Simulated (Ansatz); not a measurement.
From input file to script: SbPb, space group Cmmm in Ansatz 0.2.0.

```yaml
crystal:
  lattice: { a: 3.390162, b: 3.390162, c: 5.453475, alpha: 90.0, beta: 90.0, gamma: 104.48694 }
  atoms:
    - { symbol: Sb, position: [0.5, 0.5, 0.5] }
    - { symbol: Pb, position: [0.0, 0.0, 0.0] }
basis:
  ecutwfc: 476.1992593048
  xc_grid: 3
kpoints:
  mp_grid: { grid: [9, 9, 5], shift: [0.5, 0.5, 0.5] }
hamiltonian:
  xc: pbesol
scf:
  convergence: { dr2_threshold: 1.0e-09 }
  occupations: { method: fermi_dirac, width: 0.1 }
output:
  dos: { de: 0.05, projected: true }
  stress: true
  eigenvalues: true
```

On the command line:
```console
$ ansatz run input.yaml --threads 1 --pin off --max-ram 3072MiB --backend cpu --events-out ev --progress --plain --runs-dir out
Warning: output.stress: scf.convergence.dr2_threshold = 1e-9 eV is looser than the 2e-10 eV advised for a printed stress (1e-10 eV for each atom of the cell: 2). What an SCF threshold leaves in a stress goes as its square root, and in the free energy as the threshold itself, and one threshold admits the most on a small cell: of the crystals measured, under no hybrid functional and no lock of the [...]
Engine: ansatz 0.2.0, aarch64-unknown-linux-gnu
Pseudopotentials: kind: paw
Pseudopotential: Sb, paw, valence charge 15, recommended cutoff 420 eV (normal), Sb.paw.azcp
Pseudopotential: Pb, paw, valence charge 14, recommended cutoff 420 eV (normal), Pb.paw.azcp
Functional definition: PBEsol
  exchange = pbesol_x
  correlation = pbesol_c
Crystal: 2 atoms, lattice volume = 60.685 Å³
Basis set: ecut = 476.1992593048 eV, 1433 PW (Γ), exchange–correlation on 75×75×120 points (27 copies of the dense FFT grid, shifted against one another)
Bands: 19, of which v1, the nominal top of the filled ones, is band 15 counted from 1 (14 counted from 0)
Symmetry: 8 space group operations
Space group: Cmmm (ITA 65), of the structure as read, at distance tolerance 3.9e-5 Å
k-points: 75 of 405
Non-local potential: Sb, projectors of the file, l = 0: 2, l = 1: 2, l = 2: 2, l = 3: 2
Non-local potential: Pb, projectors of the file, l = 0: 2, l = 1: 2, l = 2: 2, l = 3: 2
PAW form: soft (Blöchl's): semilocal exchange-correlation on the pseudo side does not see the compensation charge
PAW frozen core: Sb, regenerated for the run's functional, and the local potential with it (the file was generated under x = pbe(κ = 0.804, μ = 0.2195149727645171), c = pbe(β = 0.06672455060314922))
PAW frozen core: Pb, regenerated for the run's functional, and the local potential with it (the file was generated under x = pbe(κ = 0.804, μ = 0.2195149727645171), c = pbe(β = 0.06672455060314922))
PAW one-centre angular grid: Sb, 590 points (default); XC on 64 Gauss nodes
PAW one-centre angular grid: Pb, 590 points (default); XC on 64 Gauss nodes
Initial density: superposition of atomic densities (neutral atoms: chi_scale 0, normalization atom), corrected by the library's trained network
Initial wavefunctions: pseudopotential atomic-orbital guess
Functional: x = pbesol(κ = 0.804, μ = 0.12345679012345678), c = pbesol(β = 0.046)
SCF iter   1: F=—  HF=-18162.814499 eV  |F-HF|=—  |Δ(HF+E_count)|=         —  Δρ=2.55e-3  dr2=6.18e-3  ethr=1.77e-3  ⟨swp⟩=5.8  Hψ=7040  notcnv=0
preconditioner: auto → Kerker (q_TF=auto, 2.412 Å⁻¹)  [metal: Δε(μ)=0.037 eV  Ē_g=14.939 eV  σ=0.100 eV  W_gap=0.09  n_scr=18 (ndim 8)  ℏωp=20.8 eV  f_vac=0.000  D(μ)=1.19/eV (n_scr^D=2)]
SCF iter   2: F=—  HF=-18162.811285 eV  |F-HF|=—  |Δ(HF+E_count)|=   3.21e-3  Δρ=1.50e-3  dr2=2.42e-3  ethr=2.13e-5  ⟨swp⟩=2.1  Hψ=2206  notcnv=0
SCF iter   3: F=—  HF=-18162.810642 eV  |F-HF|=—  |Δ(HF+E_count)|=   6.43e-4  Δρ=4.60e-4  dr2=9.08e-5  ethr=8.33e-6  ⟨swp⟩=2.1  Hψ=2227  notcnv=0
SCF iter   4: F=—  HF=-18162.810620 eV  |F-HF|=—  |Δ(HF+E_count)|=   2.27e-5  Δρ=1.94e-4  dr2=2.77e-5  ethr=3.13e-7  ⟨swp⟩=2.0  Hψ=2520  notcnv=0
SCF iter   5: F=—  HF=-18162.810609 eV  |F-HF|=—  |Δ(HF+E_count)|=   1.09e-5  Δρ=9.28e-5  dr2=6.32e-6  ethr=9.54e-8  ⟨swp⟩=2.3  Hψ=2549  notcnv=0
SCF iter   6: F=—  HF=-18162.810604 eV  |F-HF|=—  |Δ(HF+E_count)|=   4.51e-6  Δρ=2.27e-5  dr2=3.93e-7  ethr=2.18e-8  ⟨swp⟩=2.5  Hψ=2602  notcnv=0
SCF iter   7: F=—  HF=-18162.810606 eV  |F-HF|=—  |Δ(HF+E_count)|=   1.74e-6  Δρ=5.02e-6  dr2=2.56e-8  ethr=1.36e-9  ⟨swp⟩=2.0  Hψ=2496  notcnv=0
SCF iter   8: F=—  HF=-18162.810606 eV  |F-HF|=—  |Δ(HF+E_count)|=   8.59e-9  Δρ=9.29e-7  dr2=1.22e-9  ethr=8.83e-11  ⟨swp⟩=2.3  Hψ=2404  notcnv=0
SCF iter   9: F=-18162.810606 eV  HF=-18162.810606 eV  |F-HF|=1.82e-11  |Δ(HF+E_count)|=  2.55e-10  Δρ=1.93e-7  dr2=2.46e-11  ethr=3.45e-12  ⟨swp⟩=5.4  Hψ=5844  notcnv=0
SCF 1 converged in 9 iterations: F = -18162.810606 eV  dr2 = 2.46e-11
  greatest PAW one-centre occupation: 0.996 electrons in one spin orbital (limit 2), on the Sb atom at site 0 (counted from 0), in its partial waves of l = 2
SCF converged after 9 iterations
Free energy (F): -18162.810606 eV
Harris-Foulkes:  -18162.810606 eV  (|F-HF|=1.82e-11)
Internal energy: -18162.769935 eV  (E = F + TS)
E sigma→0 (E₀):  -18162.790270 eV
Entropy (-TS):   -0.040671 eV (-20.336 meV/atom)
Fermi energy:    10.220012 eV
--- Per-component energies (eV) ---
  E_band       = -208.405900
  E_kinetic    = 494.346002
  E_local      = -2553.472954  (includes V_loc(G=0)·N_el)
  E_nonlocal   = 715.087791
  E_hartree    = 1095.709658
  E_xc         = -355.939184
  E_vxc        = -228.557505  (∫ρ·V_xc dr)
  E_paw        = -14754.027422  (= ΣΔE_a)
  E_vpaw       = -827.228366  (= ΣTr[D̂ρ^β])
  E_aug_tail   = 0.000017  (compensation charges beyond the density's cutoff)
  E_ewald      = -2804.867816
  E_core_change = 0.393974  (= ΣΔE_core)
  E_smearing   = -0.040671  (= −TS)
  E_closure    = 0.000000  (closes the sum)
  Σ components = -18162.810606   (vs F -18162.810606, Δ=0.00e0)
--- Stress (GPa, compression-positive) ---
       -2.785516      -0.099064       0.000000
       -0.099064      -2.836707      -0.000000
        0.000000      -0.000000      -4.272984
  P = ⅓ Tr σ = -3.2984 GPa (-32.984 kbar)
--- Band table (eV; the first three rows and the last of 75) ---
  k-point 0: bands = ["-18.7324", "-18.6958", "-18.6657", "-18.6603", "-18.6551", "-7.0259", "-6.9245", "-6.7720", "-6.7290", "-6.7186", "-1.5044", "1.9385", "6.2481", "11.4604", "12.6927", "14.9905", "16.1137", "16.1195", "17.3925"]
  k-point 1: bands = ["-18.7324", "-18.6957", "-18.6657", "-18.6602", "-18.6551", "-7.0259", "-6.9208", "-6.7740", "-6.7293", "-6.7186", "-1.1058", "0.8106", "8.0701", "11.8518", "12.9365", "13.1082", "15.1782", "15.4379", "17.5727"]
  k-point 2: bands = ["-18.7324", "-18.6957", "-18.6657", "-18.6602", "-18.6550", "-7.0259", "-6.9186", "-6.7753", "-6.7295", "-6.7186", "-0.4283", "-0.1901", "10.0882", "10.8950", "12.6053", "13.1434", "14.1248", "15.0109", "17.8312"]
  k-point 74: bands = ["-18.7088", "-18.6877", "-18.6667", "-18.6438", "-18.6417", "-6.9309", "-6.8717", "-6.8461", "-6.7220", "-6.5732", "2.8634", "3.5227", "6.8070", "7.6525", "9.0944", "10.2912", "10.5917", "11.3064", "17.4610"]
```

`sbpb_scf.py`
```python
"""SCF run for SbPb."""

import sys

import ansatz as az
import numpy as np


def main() -> None:
    sbpb = (
        az.Lattice.from_parameters(3.390162, 3.390162, 5.453475, alpha=90.0, beta=90.0, gamma=104.48694)
        .atom("Sb", (0.5, 0.5, 0.5))
        .atom("Pb", (0.0, 0.0, 0.0))
    )

    # the calculation
    job = (
        sbpb.calculation()
        .functional("pbesol")
        .basis(35 * az.Ry, xc_grid=3)
        .kpoints(mesh=(9, 9, 5), shift=0.5)
        .occupations("fermi_dirac", width=0.1)
        .scf(tolerance=1e-09)
        .compute(band_table=True, density_of_states={"energy_step": 0.05, "projected": True}, stress=True)
    )
    try:
        result = job.run(threads=1, backend="cpu")
    except az.NonConvergedError as error:
        sys.exit(f"no convergence: {error}")
    except az.RefusalError as error:
        sys.exit(f"input refused: {error}")
    r = result.report

    n_atoms = len(r["lattice"]["sites"])
    print("F =", round(r["free_energy_ev"], 4), "eV for", n_atoms, "atoms")
    print("E(sigma -> 0) =", round(r["energy_sigma0_ev"], 4), "eV, TS =", round(r["entropy_ts_ev"], 5), "eV")
    print("closed by", r["closed_by"], "after", r["n_iterations"], "iterations")

    fermi = r["fermi_energy_ev"]
    print("levels less the Fermi level (eV) at the first k-points")
    for k, levels in list(zip(r["kpoints_frac"], r["eigenvalues_ev"]))[:6]:
        print("k = ({:.3f}, {:.3f}, {:.3f})".format(*k))
        print("   ", " ".join(f"{e - fermi:.3f}" for e in levels))

    dos = result.density_of_states()
    energy = np.asarray(dos.energies_ev) - dos.fermi_ev
    projected = result.projected_density_of_states()
    # electrons in each projected shell, from the curves below the Fermi level
    step = energy[1] - energy[0]
    for index, site in enumerate(projected.sites):
        for shell in site.shells:
            curve = sum(np.sum(part.g_bin_mean_per_ev, axis=0) for part in shell.curves)
            print(f"site {index} {site.species:2s} {shell.label:3s} filled {curve[energy <= 0].sum() * step:7.3f}  at E_F {np.interp(0, energy, curve):7.3f} /eV")

    # pressure is a third of the trace
    print("pressure by term (GPa)")
    for term, tensor in r["stress_terms_gpa"].items():
        if np.any(tensor):
            print(f"  {term:28s} {np.trace(np.array(tensor)) / 3:12.3f}")
    print(f"  {'total':28s} {np.trace(np.array(r['stress_gpa'])) / 3:12.3f}")


if __name__ == "__main__":
    main()
```

Running `python sbpb_scf.py` prints:
```text
DeckWarning: output.stress: scf.convergence.dr2_threshold = 1e-9 eV is looser than the 2e-10 eV advised for a printed stress (1e-10 eV for each atom of the cell: 2). What an SCF threshold leaves in a [...]
F = -18162.8106 eV for 2 atoms
E(sigma -> 0) = -18162.7903 eV, TS = 0.04067 eV
closed by deck_thresholds after 9 iterations
levels less the Fermi level (eV) at the first k-points
k = (0.056, 0.056, 0.100)
    -28.952 -28.916 -28.886 -28.880 -28.875 -17.246 -17.144 -16.992 -16.949 -16.939 -11.724 -8.281 -3.972 1.240 2.473 4.770 5.894 5.899 7.172
k = (0.056, 0.056, 0.300)
    -28.952 -28.916 -28.886 -28.880 -28.875 -17.246 -17.141 -16.994 -16.949 -16.939 -11.326 -9.409 -2.150 1.632 2.716 2.888 4.958 5.218 7.353
k = (0.056, 0.056, -0.500)
    -28.952 -28.916 -28.886 -28.880 -28.875 -17.246 -17.139 -16.995 -16.949 -16.939 -10.648 -10.410 -0.132 0.675 2.385 2.923 3.905 4.791 7.611
k = (0.056, 0.167, 0.100)
    -28.945 -28.913 -28.889 -28.879 -28.877 -17.215 -17.107 -17.013 -16.960 -16.946 -11.341 -8.062 -3.590 -0.407 1.806 2.859 4.697 5.474 8.289
k = (0.056, 0.167, 0.300)
    -28.944 -28.913 -28.889 -28.879 -28.877 -17.215 -17.103 -17.016 -16.960 -16.946 -10.947 -9.091 -2.177 0.150 1.466 2.102 4.096 5.129 8.334
k = (0.056, 0.167, -0.500)
    -28.944 -28.913 -28.889 -28.879 -28.877 -17.215 -17.101 -17.017 -16.960 -16.946 -10.293 -10.038 -0.656 -0.570 1.874 2.595 2.699 4.224 8.459
site 0 Sb 5S  filled   1.864  at E_F   0.041 /eV
site 0 Sb 5P  filled   3.170  at E_F   0.586 /eV
site 0 Sb 4D  filled   9.998  at E_F   0.000 /eV
site 1 Pb 6S  filled   1.865  at E_F   0.027 /eV
site 1 Pb 6P  filled   2.055  at E_F   0.426 /eV
site 1 Pb 5D  filled   9.992  at E_F   0.002 /eV
pressure by term (GPa)
  kinetic                           870.099
  hartree                           964.280
  ewald                           -2468.426
  local_pseudopotential            1087.056
  nonlocal_pseudopotential         -220.350
  augmentation                      -31.765
  nlcc                             -538.124
  xc                                333.920
  augmentation_tail                   0.000
  scf_correction                     -0.000
  pulay_correction                    0.012
  total                              -3.298
```
(Warnings from the package without file and line, shortened.)

Reading the output:
- These settings explore the input space; cutoff and mesh may be short of convergence.
- For a metal this k-point mesh is coarse: on a finer one energies can move by several to tens of meV an atom and pressures by half a GPa or more, differences at one mesh by less.
- Projections exist only for the shells that the potentials hold, some of them semicore, and samples at single energies can miss narrow peaks.
- Pressure is positive in compression.
- The structure comes from a database of computed cells and needn't be a stable or known phase.
- Gaps and levels are Kohn-Sham values on a finite set of k-points, without spin-orbit coupling.
- The computed bands are complete only to about 3.9 eV above the Fermi level; beyond that the density of states is undercounted.
- Run time: 7.9 s on 1 thread of Arm Neoverse V1, with other jobs on the host, peak memory 0.48 GiB.

(Lines on the test bed's own set-up are left out of the output.)
